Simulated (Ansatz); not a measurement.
**H5PSeSi: one species, many methods**

How much do the methods differ for H5PSeSi? The plan is to run it at one geometry with functionals of several rungs and with coupled cluster, and see how far each lands from CCSD(T) at the basis-set limit for the atomisation energy.

The runs use Ansatz 0.2.0, Gaussian basis; functionals in def2-TZVPP, the program's frozen cores in correlated methods.

Plan: LDA (SPW92), PBE-D4, revPBE-D4, BLYP-D4, r2SCAN-D4, B97M-V, PBE0-D4, B3LYP-D4, r2SCANh-D4, r2SCAN0-D4, HSE06-D4, BHLYP-D4, CAM-B3LYP-D4, LC-ωPBE, ωB97X-V, ωB97M-V, B2PLYP, PBE-QIDH; CCSD(T)/def2-SVP; CCSD(T)/def2-TZVPP; MP2/def2-QZVPP; extrapolation to the limit; RPA on PBE.

## Step 1: The geometry

All runs share one geometry, relaxed beforehand with PBE0-D4 in a triple-zeta def2 set.

8 atoms, charge 0, spin multiplicity 1.

Atoms are counted from 1 here; the program's logs count them from 0.

Bond lengths: P1–Si2 2.247 Å, P1–H4 1.421 Å, P1–H5 1.421 Å, Si2–Se3 2.282 Å, Si2–H6 1.485 Å, Si2–H7 1.485 Å, Se3–H8 1.470 Å. Angles: Si2–P1–H4 93.5°, Si2–P1–H5 93.5°, H4–P1–H5 93.7°, P1–Si2–Se3 109.8°, P1–Si2–H6 108.5°, P1–Si2–H7 108.5°, Se3–Si2–H6 110.7°, Se3–Si2–H7 110.7°, H6–Si2–H7 108.6°, Si2–Se3–H8 93.9°.

## Step 2: LDA

This LDA is Slater exchange with PW92 correlation.

File in.yaml:

```yaml
crystal:
  periodic: [false, false, false]
  atoms:
    - {symbol: P, position_ang: [-0.710643, 1.159703, -1.390381]}
    - {symbol: Si, position_ang: [0.664185, 0.105495, 0.040817]}
    - {symbol: Se, position_ang: [-0.522610, -1.391112, 1.289936]}
    - {symbol: H, position_ang: [-1.333496, -0.044310, -1.815551]}
    - {symbol: H, position_ang: [-1.688828, 1.422256, -0.394077]}
    - {symbol: H, position_ang: [1.308575, 1.122520, 0.910943]}
    - {symbol: H, position_ang: [1.720725, -0.585230, -0.742306]}
    - {symbol: H, position_ang: [0.654289, -1.846321, 2.044917]}
basis:
  gaussian: {orbitals: def2-TZVPP}
hamiltonian: {xc: lda}
output: {orbitals: {seedname: orbitals}}
```

On the command line:

```
> ansatz run in.yaml --threads 2 --pin off --events-out ev --progress --plain --max-ram 4352MiB
```

The runs that follow: PBE-D4 (GGA); revPBE-D4 (GGA); BLYP-D4 (GGA); r2SCAN-D4 (meta-GGA); B97M-V (meta-GGA); PBE0-D4 (hybrid); B3LYP-D4 (hybrid); r2SCANh-D4 (hybrid); r2SCAN0-D4 (hybrid); HSE06-D4 (hybrid); BHLYP-D4 (hybrid); CAM-B3LYP-D4 (range-separated); LC-ωPBE (range-separated); ωB97X-V (range-separated); ωB97M-V (range-separated); B2PLYP (double hybrid); PBE-QIDH (double hybrid); CCSD(T) in def2-SVP; CCSD(T) in def2-TZVPP; MP2 in def2-QZVPP; RPA on PBE orbitals.

Before running them: what should the planned runs give, taken together? Wanted: atomisation energy, CCSD(T)/CBS; farthest beyond LDA; mean size of error, GGA; mean size of error, meta-GGA; mean size of error, hybrid; mean size of error, range-separated; mean size of error, double hybrid; gap, smallest and largest; T1 diagnostic.

As calculated:

| quantity | value |
| --- | --- |
| atomisation energy, CCSD(T)/CBS | 2195.8 kJ/mol |
| functionals within 22.0 kJ/mol (1.0 %) | PBE-D4, BLYP-D4, r2SCAN-D4, B97M-V, B3LYP-D4, r2SCANh-D4, CAM-B3LYP-D4, ωB97M-V |
| farthest beyond LDA | LC-ωPBE (-64.8 kJ/mol) |
| mean size of error, GGA | 24.7 kJ/mol |
| mean size of error, meta-GGA | 11.8 kJ/mol |
| mean size of error, hybrid | 23.3 kJ/mol |
| mean size of error, range-separated | 25.0 kJ/mol |
| mean size of error, double hybrid | 47.6 kJ/mol |
| gap, smallest and largest | 4.70 eV (LDA (SPW92)), 11.59 eV (LC-ωPBE) |
| T1 diagnostic | 0.0110 |
| triples share of the correlation energy | 3.8 % |

LDA overbinds by 275.0 kJ/mol (13 %). PBE-D4 is off by -9.5 kJ/mol. Double hybrids carry the basis error of their MP2 part in triple zeta, and no dispersion term here, so their miss is partly the set-up's. By mean error the best rung here is meta-GGA (11.8 kJ/mol) and the worst beyond LDA is double hybrid (47.6 kJ/mol). Misses under about 22.0 kJ/mol are within the doubt on the reference itself, which lacks core-valence correlation, relativity and higher excitations, and its outer-core shells are covered unevenly. All levels share the lack of spin-orbit coupling, which lowers the free heavy atoms and so the true binding. Hartree-Fock recovers 71 % of the binding; the rest is correlation. CCSD(T) in def2-SVP is off by -207.3 kJ/mol, more than most functionals: a good method in a small basis is no reference. Orbital gaps span 4.7 to 11.6 eV; exact exchange widens them. Correlated methods include outer-core shells of Se, which these sets cover unevenly.
